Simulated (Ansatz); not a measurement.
**C₂H₅F₃OZr: a ladder of functionals and wavefunction methods**

The task here is to estimate one member of a computed series from the others.

Method: functionals in def2-TZVPP, the program's frozen cores in correlated methods; program: Ansatz 0.2.0, Gaussian basis.

Plan: LDA (SPW92), PBE-D4, revPBE-D4, BLYP-D4, r2SCAN-D4, B97M-V, PBE0-D4, B3LYP-D4, r2SCANh-D4, r2SCAN0-D4, HSE06-D4, BHLYP-D4, CAM-B3LYP-D4, LC-ωPBE, ωB97X-V, ωB97M-V, B2PLYP, PBE-QIDH; CCSD(T)/def2-SVP; MP2/def2-TZVPP; MP2/def2-QZVPP; RPA on PBE.

## Structure used throughout

All runs share one geometry, relaxed beforehand with PBE0-D4 in a triple-zeta def2 set. Zr takes the def2 core potential; no spin-orbit term is included.

SMILES `CC[O][Zr]([F])([F])[F]`, 12 atoms, charge 0, spin multiplicity 1.

Atoms are counted from 1 here; the program's logs count them from 0.

Bond lengths: C1–C2 1.511 Å, C1–H8 1.092 Å, C1–H9 1.092 Å, C1–H10 1.093 Å, C2–O3 1.403 Å, C2–H11 1.095 Å, C2–H12 1.095 Å, O3–Zr4 1.890 Å, Zr4–F5 1.909 Å, Zr4–F6 1.909 Å, Zr4–F7 1.909 Å. Angles: C2–C1–H8 110.8°, C2–C1–H9 110.8°, C2–C1–H10 110.1°, H8–C1–H9 108.5°, H8–C1–H10 108.3°, H9–C1–H10 108.3°, C1–C2–O3 111.2°, C1–C2–H11 110.6°, C1–C2–H12 110.6°, O3–C2–H11 108.3°, O3–C2–H12 108.4°, H11–C2–H12 107.5°, C2–O3–Zr4 177.2°, O3–Zr4–F5 109.2°, O3–Zr4–F6 109.1°, O3–Zr4–F7 109.1°, F5–Zr4–F6 109.7°, F5–Zr4–F7 109.9° and more.

The first run:

in.yaml

```yaml
crystal:
  periodic: [false, false, false]
  atoms:
    - {symbol: C, position_ang: [0.491046, -1.791415, 0.245621]}
    - {symbol: C, position_ang: [0.164314, -0.822438, -0.866200]}
    - {symbol: O, position_ang: [-0.137186, 0.450354, -0.358865]}
    - {symbol: Zr, position_ang: [-0.539544, 2.129541, 0.409052]}
    - {symbol: F, position_ang: [-2.012745, 2.909434, -0.520920]}
    - {symbol: F, position_ang: [-0.993895, 1.883934, 2.246474]}
    - {symbol: F, position_ang: [0.989422, 3.263905, 0.270597]}
    - {symbol: H, position_ang: [-0.352747, -1.893224, 0.931312]}
    - {symbol: H, position_ang: [1.359560, -1.450870, 0.813435]}
    - {symbol: H, position_ang: [0.717595, -2.776335, -0.169388]}
    - {symbol: H, position_ang: [1.010069, -0.727337, -1.555816]}
    - {symbol: H, position_ang: [-0.695890, -1.175550, -1.445302]}
basis:
  gaussian: {orbitals: def2-TZVPP}
hamiltonian: {xc: lda}
output: {orbitals: {seedname: orbitals}}
```

Run with:

```
$ ansatz run in.yaml --threads 4 --pin off --events-out ev --progress --plain --max-ram 11315MiB
```

Among the steps run: LDA; PBE-D4 (GGA); revPBE-D4 (GGA); BLYP-D4 (GGA); r2SCAN-D4 (meta-GGA); B97M-V (meta-GGA); B3LYP-D4 (hybrid); r2SCANh-D4 (hybrid); r2SCAN0-D4 (hybrid); HSE06-D4 (hybrid); BHLYP-D4 (hybrid); CAM-B3LYP-D4 (range-separated); LC-ωPBE (range-separated); ωB97X-V (range-separated); ωB97M-V (range-separated); B2PLYP (double hybrid); PBE-QIDH (double hybrid).

One of the session's tables, all rows but one given; the rest of the session is left out.

It belongs to the step «Orbital energies across the functionals». 

```
  functional  HOMO (eV)  gap (eV)
 LDA (SPW92)      -7.58      5.97
      PBE-D4          ?         ?
   revPBE-D4      -7.35      6.13
     BLYP-D4      -7.35      6.11
   r2SCAN-D4      -7.74      6.61
      B97M-V      -7.83      6.72
     PBE0-D4      -8.95      8.51
    B3LYP-D4      -8.74      8.01
  r2SCANh-D4      -8.31      7.52
  r2SCAN0-D4      -9.18      8.89
    HSE06-D4      -8.55      7.73
    BHLYP-D4     -10.45     10.47
CAM-B3LYP-D4     -10.42     10.58
     LC-ωPBE     -11.73     12.97
     ωB97X-V     -11.40     12.50
     ωB97M-V     -11.32     11.86
```

**Question.** Estimate the row for PBE-D4.

The run gave: HOMO (eV): -7.42; gap (eV): 6.09. In the column «HOMO (eV)» it lies between LDA (SPW92) (-7.58) and revPBE-D4 (-7.35).
